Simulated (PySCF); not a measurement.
# C4H10OSi2: the cost of one run

Computed with PySCF 2.14.0, with density-fitted response routines of our own, on a single molecule, in the gas phase or a continuum. Atoms are numbered from 0 throughout.

### Step 1. The molecule as given

17 atoms, charge 0, multiplicity 1; geometry from: GFN2-xTB. The atoms were then displaced at random by about 0.01 Å, so the start is not that level's minimum.

Bonds of the start (Å): Si0–O1 1.65, O1–Si2 1.64, Si2–C3 1.86, C3–C4 1.51, C4–C5 1.33, C5–C6 1.51, C6–Si2 1.90, Si0–H7 1.43, Si0–H8 1.46, Si0–H9 1.47, Si2–H10 1.45, C3–H11 1.10, C3–H12 1.07, C4–H13 1.10, C5–H14 1.07, C6–H15 1.09, C6–H16 1.10.

### Step 2. Optimising the geometry at PBE0-D3(BJ)/def2-SVP

What the job is given:

```
{"job": {"xc": "PBE0", "basis": "def2-SVP", "d3": "d3bj", "grid": 1, "shake": 0.01, "kind": "geom"}, "charge": 0, "multiplicity": 1}
Si     2.914810    -1.067370     0.220570
O      1.472140    -0.672310    -0.476150
Si     0.045820    -0.022660    -0.947980
C     -1.409080    -0.956120    -0.253600
C     -2.191050     0.073520     0.525000
C     -1.686700     1.302720     0.630700
C     -0.371070     1.601640    -0.047820
H      3.146310    -2.436780    -0.130740
H      3.892510    -0.139970    -0.342680
H      2.763770    -0.844360     1.669600
H      0.147020     0.062210    -2.387850
H     -2.083120    -1.369470    -1.019240
H     -1.202300    -1.783130     0.391100
H     -3.137180    -0.196910     1.013590
H     -2.175250     2.074370     1.191270
H      0.363190     1.923150     0.697970
H     -0.506340     2.463310    -0.723570
```

Run with:

```sh
> OMP_NUM_THREADS=1 python probes_run.py task.json out
```

This one command runs all jobs of the session in turn.

Q: Estimate the wall time and peak memory of this first job on 1 thread of Intel Xeon Platinum 8259CL at 2.50GHz, shared host.

About 3.4 min, with a peak of 0.65 GiB.
